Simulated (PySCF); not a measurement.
**[Nd(BH4)2]+: other functionals and bases at one geometry**

An exercise on one series of results from a longer session: the logs are not shown, and one member is left open.

The runs use PySCF 2.14.0; several levels, as the steps say, no spin–orbit coupling.

1 further run of the same task is left out (for a known fault of the program).

## The starting structure

11 atoms, charge 1, spin multiplicity 1.

Bond lengths: Nd1–B2 2.431 Å, Nd1–H4 2.192 Å, Nd1–H5 2.295 Å, Nd1–H6 2.199 Å, Nd1–B7 2.431 Å, Nd1–H9 2.192 Å, Nd1–H10 2.294 Å, Nd1–H11 2.199 Å, B2–H3 1.199 Å, B2–H4 1.271 Å, B2–H5 1.257 Å, B2–H6 1.273 Å, B7–H8 1.199 Å, B7–H9 1.271 Å, B7–H10 1.258 Å, B7–H11 1.273 Å. Angles: B2–Nd1–H4 31.4°, B2–Nd1–H5 30.7°, B2–Nd1–H6 31.4°, B2–Nd1–B7 110.8°, B2–Nd1–H9 87.2°, B2–Nd1–H10 139.9°, B2–Nd1–H11 100.9°, H4–Nd1–H5 53.2°, H4–Nd1–H6 53.6°, H4–Nd1–B7 87.2°, H4–Nd1–H9 74.7°, H4–Nd1–H10 117.8°, H4–Nd1–H11 70.3°, H5–Nd1–H6 52.9°, H5–Nd1–B7 139.9°, H5–Nd1–H9 117.8°, H5–Nd1–H10 170.4°, H5–Nd1–H11 120.4° and more.

Coordinates:

```xyz
11

Nd    0.0000   -0.0001   -0.4693
B     2.0011    0.0025    0.9104
H     2.9293    0.0243    1.6685
H     1.0727   -0.7860    1.2732
H     2.2648   -0.3144   -0.2776
H     1.3907    1.1161    0.8182
B    -2.0011   -0.0025    0.9105
H    -2.9293   -0.0242    1.6684
H    -1.0727    0.7860    1.2733
H    -2.2647    0.3144   -0.2776
H    -1.3908   -1.1161    0.8183
```

Formal oxidation states: Nd +3. Each metal's 3 4f electrons lie in its core potential, so multiplicities, spins and levels count the valence alone. An earlier session relaxed this geometry at PBE0, Nd lcecp-1-SVP with ECP49, B def2-SVP, H def2-SVP (singlet, point group C2).

At PBE0 on the finer grid: E = -88.075414 Eh, HOMO -13.87 eV, LUMO -7.62 eV, Mulliken charge on Nd1 +0.91 e, largest force component 0.007 eV/Å. 

Levels to run: B3LYP; revPBE; PBE0, TZVP. Hardware: 2 threads of Arm Neoverse V1, shared host.

The first run:

File run.py (the lines that set the calculation):

```python
mol = gto.M(atom='''
Nd    -0.00003    -0.00005    -0.46927
B      2.00113     0.00251     0.91040
H      2.92927     0.02428     1.66849
H      1.07271    -0.78599     1.27317
H      2.26484    -0.31435    -0.27760
H      1.39075     1.11611     0.81816
B     -2.00111    -0.00250     0.91047
H     -2.92935    -0.02419     1.66845
H     -1.07266     0.78595     1.27328
H     -2.26471     0.31438    -0.27757
H     -1.39084    -1.11615     0.81825''',
    basis={'Nd': 'lcecp-1-SVP', 'B': 'def2-SVP', 'H': 'def2-SVP'},
    ecp={'Nd': 'lcecp-1-SVP'},
    charge=1, spin=0)
mf = dft.RKS(mol, xc='B3LYP')
mf.grids.atom_grid = (75, 302)  # f atoms: unpruned, at least (60, 302)
mf = mf.density_fit()  # fitting sets: Nd AutoAux, B def2-universal-JKFIT, H def2-universal-JKFIT
mf.conv_tol = 1e-08; mf.max_cycle = 55
mf.kernel(dm0)  # dm0: the density of the relaxed state
```

Started as:

```sh
$ OMP_NUM_THREADS=2 python run.py
```

Among the steps run: B3LYP; revPBE; PBE0, TZVP.

One table of the session follows, with a row left open; its other results are not shown here.

| level | HOMO (eV) | gap (eV) | charge on Nd1 (e) | largest force component (eV/Å) |
| --- | --- | --- | --- | --- |
| PBE0 (relaxed here) | -13.87 | 6.25 | 0.91 | 0.01 |
| B3LYP | ? | ? | ? | ? |
| revPBE | -12.46 | 4.14 | 0.72 | 0.41 |
| PBE0, TZVP | -13.87 | 6.30 | 1.25 | 0.26 |

Estimate the missing values for B3LYP.

**Answer.** HOMO (eV): -13.62; gap (eV): 5.67; charge on Nd1 (e): 0.81; largest force component (eV/Å): 0.37. In the column «HOMO (eV)» it lies between PBE0, TZVP (-13.87) and revPBE (-12.46).

In one basis the HOMO–LUMO gap runs from 4.14 eV (revPBE) to 6.25 eV (PBE0). The largest leftover force, 0.41 eV/Å with revPBE, stands at a geometry relaxed at another level. With 4f in the core, its levels are missing from HOMO and gap, and its count is fixed, so no charge can pass from the ligands into it. Total energies of different levels can't be compared.
